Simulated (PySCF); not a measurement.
**C₄H₆BClO₃: electronic excitations**

What electronic excitations should C₄H₆BClO₃ (`OB(O)C1=COC[C@@H]1Cl`) show?

Computed with PySCF 2.14.0, with density-fitted response routines of our own, on a single molecule in the gas phase. Atoms count from 0, in the outputs and in this text.

### 1 Starting geometry

15 atoms, charge 0, multiplicity 1; geometry from: GFN2-xTB.

Bonds of the start (Å): O0–B1 1.36, B1–O2 1.36, B1–C3 1.55, C3–C4 1.34, C4–O5 1.35, O5–C6 1.42, C6–C7 1.53, C7–Cl8 1.80, C7–C3 1.50, O0–H9 0.96, O2–H10 0.96, C4–H11 1.07, C6–H12 1.09, C6–H13 1.09, C7–H14 1.09.

### 2 Ultraviolet spectrum: B3LYP/def2-SVPD

What the job is given:

```
{"job": {"kind": "uv", "xc": "B3LYP", "basis": "def2-SVPD", "nstates": 8, "ntriplets": 3}, "charge": 0, "multiplicity": 1}
O      2.302090    -0.841928     1.134980
B      1.546333     0.157219     0.610869
O      1.960563     1.441597     0.487432
C      0.104354    -0.197470     0.150384
C     -0.525167    -1.375582     0.258212
O     -1.782349    -1.422147    -0.219007
C     -2.113693    -0.116626    -0.683726
C     -0.834549     0.723896    -0.575714
Cl    -0.180253     1.115873    -2.208752
H      3.187461    -0.610415     1.418441
H      2.855458     1.643051     0.762017
H     -0.157011    -2.288507     0.688724
H     -2.483688    -0.192623    -1.708236
H     -2.906914     0.281631    -0.042565
H     -0.977047     1.690019    -0.094971
```

Level: TDDFT B3LYP/def2-SVPD, vertical, gas phase, core orbitals frozen in the response.

Started as:

```bash
$ OMP_NUM_THREADS=1 python probes_run.py task.json out
```

One launch serves the whole session: the jobs run in the order shown.

What will the session give for the following? lowest singlet (B3LYP/def2-SVPD); brightest single state of those computed; lowest triplet. Wanted: lowest singlet; brightest single state of those computed; lowest triplet.

The runs gave:

```
                                quantity                        value
        lowest singlet (B3LYP/def2-SVPD)  5.21 eV (238 nm), f = 0.002
brightest single state of those computed  state 2, 5.51 eV, f = 0.197
                          lowest triplet                      3.72 eV
```

In words: The first singlet state (HOMO→LUMO+1 0.81, HOMO→LUMO 0.18) lies at 5.21 eV and is weak; of the 8 states computed, the strongest absorption comes from state 2 at 5.51 eV. The lowest triplet lies 1.49 eV below the lowest singlet (triplets in Tamm-Dancoff, singlets in full TDDFT).
